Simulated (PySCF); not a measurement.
# [WO2F2]−: other spin states and a change of charge

How does [WO2F2]− respond at fixed geometry? The runs cover other spin states and a change of charge. It is a constructed species; whether it can be made isn't addressed.

The runs use PySCF 2.14.0; B3LYP, W def2-SVP with ECP60, O def2-SVP, F def2-SVP; scalar-relativistic core potentials, no spin–orbit coupling.

1 further run of the same task is left out (for a known fault of the program).

## (1) The starting structure

5 atoms, charge -1, spin multiplicity 2.

Bond lengths: W1–O2 1.745 Å, W1–O3 1.745 Å, W1–F4 1.954 Å, W1–F5 1.954 Å. Angles: O2–W1–O3 112.8°, O2–W1–F4 115.0°, O2–W1–F5 115.0°, O3–W1–F4 115.0°, O3–W1–F5 115.0°, F4–W1–F5 80.6°.

Coordinates:

```tsv
atom	x (Å)	y (Å)	z (Å)
W1	0.00000	0.00000	0.19753
O2	1.02772	1.02772	1.16317
O3	-1.02772	-1.02772	1.16317
F4	0.89374	-0.89374	-1.29264
F5	-0.89374	0.89374	-1.29264
```

Formal oxidation states: W +5. An earlier session relaxed this geometry at B3LYP, W def2-SVP with ECP60, O def2-SVP, F def2-SVP (doublet, point group C2v).

Its energy there is -417.238433 Eh.

## (2) Multiplicity 4 at the relaxed geometry

The input, run.py (the lines that set the calculation):

```python
mol = gto.M(atom='''
W      0.00000     0.00000     0.19753
O      1.02772     1.02772     1.16317
O     -1.02772    -1.02772     1.16317
F      0.89374    -0.89374    -1.29264
F     -0.89374     0.89374    -1.29264''',
    basis={'W': 'def2-SVP', 'O': 'def2-SVP', 'F': 'def2-SVP'},
    ecp={'W': 'def2-SVP'},
    charge=-1, spin=3)
mf = dft.UKS(mol, xc='B3LYP')
mf.grids.atom_grid = (50, 194)
mf = mf.density_fit()  # fitting sets: W def2-universal-JKFIT, O def2-universal-JKFIT, F def2-universal-JKFIT
mf.conv_tol = 1e-08; mf.max_cycle = 55
mf.kernel(dm0)  # dm0: free metal ions and neutral atoms
```

Launch:

```
> OMP_NUM_THREADS=2 python run.py
```

Output:

```text
init E= -437.393054593873
cycle= 1 E= -406.470129199795  delta_E= 30.9  |g|= 4.89  |ddm|= 6.09
cycle= 2 E= -376.477376435439  delta_E=   30  |g|=  7.4  |ddm|= 9.22
cycle= 3 E= -412.237167290469  delta_E= -35.8  |g|= 3.21  |ddm|= 7.56
cycle= 4 E= -405.861427459658  delta_E= 6.38  |g|= 4.32  |ddm|=  5.8
cycle= 5 E= -416.618767753648  delta_E= -10.8  |g|= 0.818  |ddm|=  4.2
cycle= 6 E= -416.886829193631  delta_E= -0.268  |g|= 0.592  |ddm|= 4.05
cycle= 7 E= -417.041190643817  delta_E= -0.154  |g|= 0.184  |ddm|= 0.541
cycle= 8 E= -417.056391307017  delta_E= -0.0152  |g|= 0.058  |ddm|= 0.168
cycle= 9 E= -417.057865122633  delta_E= -0.00147  |g|= 0.0122  |ddm|= 0.0648
cycle= 10 E= -417.057926967482  delta_E= -6.18e-05  |g|= 0.00616  |ddm|= 0.0102
cycle= 11 E= -417.057944471251  delta_E= -1.75e-05  |g|= 0.000953  |ddm|= 0.00556
cycle= 12 E= -417.057945030779  delta_E= -5.6e-07  |g|= 0.000261  |ddm|= 0.00167
cycle= 13 E= -417.057945079735  delta_E= -4.9e-08  |g|= 0.000106  |ddm|= 0.000471
cycle= 14 E= -417.057945093084  delta_E= -1.33e-08  |g|= 2.66e-05  |ddm|= 0.000237
cycle= 15 E= -417.05794509536  delta_E= -2.28e-09  |g|= 1.14e-05  |ddm|= 0.000108
Extra cycle  E= -417.057945095782  delta_E= -4.22e-10  |g|= 1.09e-05  |ddm|= 4.19e-05
converged SCF energy = -417.057945095782  <S^2> = 3.7735495  2S+1 = 4.0117575
```

Wall time 2.5 s (2 threads of Arm Neoverse V2, shared host).

Read off: E = -417.057945 Eh (+4.911 eV from the relaxed state), HOMO 2.00 eV, LUMO -0.92 eV (over both spins), ⟨S²⟩ = 3.774, Mulliken charge on W1 +0.63 e. The highest filled level lies above zero; it isn't the detachment energy. An empty level of one spin lies below a filled level of the other.

## (3) One electron removed, multiplicity 1

run.py (the lines that set the calculation): that of step 2 with these lines changed.

```diff
@@ -8,4 +8,4 @@
     ecp={'W': 'def2-SVP'},
-    charge=-1, spin=3)
-mf = dft.UKS(mol, xc='B3LYP')
+    charge=0, spin=0)
+mf = dft.RKS(mol, xc='B3LYP')
 mf.grids.atom_grid = (50, 194)
@@ -13,2 +13,2 @@
 mf.conv_tol = 1e-08; mf.max_cycle = 55
-mf.kernel(dm0)  # dm0: free metal ions and neutral atoms
+mf.kernel(dm0)  # dm0: the density of the relaxed state
```

Launch:

```
> OMP_NUM_THREADS=2 python run.py
```

Output:

```text
init E= -417.208096698653
  HOMO = -0.113529088697963  LUMO = 0.0522824153917405  gap/eV = 4.51196
cycle= 1 E= -417.097884820693  delta_E= 0.11  |g|= 0.397  |ddm|= 1.13
  HOMO = -0.378420966304255  LUMO = -0.277234904792564  gap/eV = 2.75341
cycle= 2 E= -416.821459930502  delta_E= 0.276  |g|= 1.27  |ddm|= 1.28
  HOMO = -0.401113737479391  LUMO = -0.218086448556758  gap/eV = 4.98043
cycle= 3 E= -417.131609365344  delta_E= -0.31  |g|= 0.242  |ddm|= 0.912
  HOMO = -0.359122817454043  LUMO = -0.192450114473257  gap/eV = 4.53540
cycle= 4 E= -417.141500297571  delta_E= -0.00989  |g|= 0.09  |ddm|= 0.213
  HOMO = -0.361846863264358  LUMO = -0.190397490584633  gap/eV = 4.66538
cycle= 5 E= -417.142855223485  delta_E= -0.00135  |g|= 0.0263  |ddm|= 0.0674
  HOMO = -0.360377036355093  LUMO = -0.1875546165016  gap/eV = 4.70274
cycle= 6 E= -417.14299437533  delta_E= -0.000139  |g|= 0.00188  |ddm|= 0.0203
  HOMO = -0.360388833019467  LUMO = -0.187443739806749  gap/eV = 4.70608
cycle= 7 E= -417.142995068793  delta_E= -6.93e-07  |g|= 0.000532  |ddm|= 0.00187
  HOMO = -0.360374772333255  LUMO = -0.18744814905639  gap/eV = 4.70557
cycle= 8 E= -417.142995057453  delta_E= 1.13e-08  |g|= 0.000595  |ddm|= 0.000637
  HOMO = -0.360367554980531  LUMO = -0.187450348864996  gap/eV = 4.70532
cycle= 9 E= -417.142995130494  delta_E= -7.3e-08  |g|= 2.6e-05  |ddm|= 0.000401
  HOMO = -0.360367269252311  LUMO = -0.187448801394833  gap/eV = 4.70535
cycle= 10 E= -417.142995130715  delta_E= -2.22e-10  |g|= 6.02e-06  |ddm|= 3.72e-05
  HOMO = -0.360369241934382  LUMO = -0.187448864461647  gap/eV = 4.70540
Extra cycle  E= -417.142995130671  delta_E= 4.42e-11  |g|= 1.68e-05  |ddm|= 1.67e-05
converged SCF energy = -417.142995130671
```

Wall time 0.8 s (2 threads of Arm Neoverse V2, shared host).

Read off: E = -417.142995 Eh (+2.597 eV from the relaxed state), HOMO -9.81 eV, LUMO -5.10 eV, Mulliken charge on W1 +1.31 e. 

## (4) One electron removed, multiplicity 3

run.py (the lines that set the calculation): that of step 3 with these lines changed.

```diff
@@ -8,4 +8,4 @@
     ecp={'W': 'def2-SVP'},
-    charge=0, spin=0)
-mf = dft.RKS(mol, xc='B3LYP')
+    charge=0, spin=2)
+mf = dft.UKS(mol, xc='B3LYP')
 mf.grids.atom_grid = (50, 194)
```

Launch:

```
> OMP_NUM_THREADS=2 python run.py
```

Output:

```text
init E= -417.238432848111
cycle= 1 E= -416.958638292684  delta_E= 0.28  |g|= 0.381  |ddm|= 0.676
cycle= 2 E= -416.093722746847  delta_E= 0.865  |g|= 1.42  |ddm|=  1.3
cycle= 3 E= -417.004726498143  delta_E= -0.911  |g|= 0.277  |ddm|= 1.18
cycle= 4 E= -417.027523601489  delta_E= -0.0228  |g|= 0.107  |ddm|= 0.169
cycle= 5 E= -417.031272492838  delta_E= -0.00375  |g|= 0.0612  |ddm|= 0.106
cycle= 6 E= -417.033215238428  delta_E= -0.00194  |g|= 0.0088  |ddm|= 0.0652
cycle= 7 E= -417.033167296549  delta_E= 4.79e-05  |g|= 0.0162  |ddm|= 0.0173
cycle= 8 E= -417.033277861733  delta_E= -0.000111  |g|= 0.00346  |ddm|= 0.0125
cycle= 9 E= -417.033285190858  delta_E= -7.33e-06  |g|= 0.000656  |ddm|= 0.0039
cycle= 10 E= -417.033285717412  delta_E= -5.27e-07  |g|= 0.000185  |ddm|= 0.00139
cycle= 11 E= -417.033285778067  delta_E= -6.07e-08  |g|= 5.32e-05  |ddm|= 0.000517
cycle= 12 E= -417.033285782588  delta_E= -4.52e-09  |g|= 1.31e-05  |ddm|= 0.000138
Extra cycle  E= -417.033285783148  delta_E= -5.59e-10  |g|= 1.28e-05  |ddm|= 4.76e-05
converged SCF energy = -417.033285783148  <S^2> = 2.0262645  2S+1 = 3.0174589
```

Run time: 1.7 s. Hardware: 2 threads of Arm Neoverse V2, shared host.

It gives: E = -417.033286 Eh (+5.582 eV from the relaxed state), HOMO -6.68 eV, LUMO -8.07 eV (over both spins), ⟨S²⟩ = 2.026, Mulliken charge on W1 +1.15 e. An empty level of one spin lies below a filled level of the other.

## (5) Results

| state | energy from the relaxed state (eV) | ⟨S²⟩ | time |
| --- | --- | --- | --- |
| charge -1, doublet, vacuum (relaxed) | 0 | 0.75 |  |
| charge 0, singlet, vacuum | 2.60 | 0.00 | 0.8 s |
| charge -1, quartet, vacuum | 4.91 | 3.77 | 2.5 s |
| charge 0, triplet, vacuum | 5.58 | 2.03 | 1.7 s |

An electron taken off or put on is at rest in vacuum. 

Removing an electron vertically costs 2.60 eV (singlet), against −HOMO = 0.06 eV. The quartet lies 4.91 eV above at this geometry. The bases are small and lack diffuse functions. Spin–orbit coupling is left out for this open shell, where it can reorder the states. Open shells may have lower solutions than the one found.
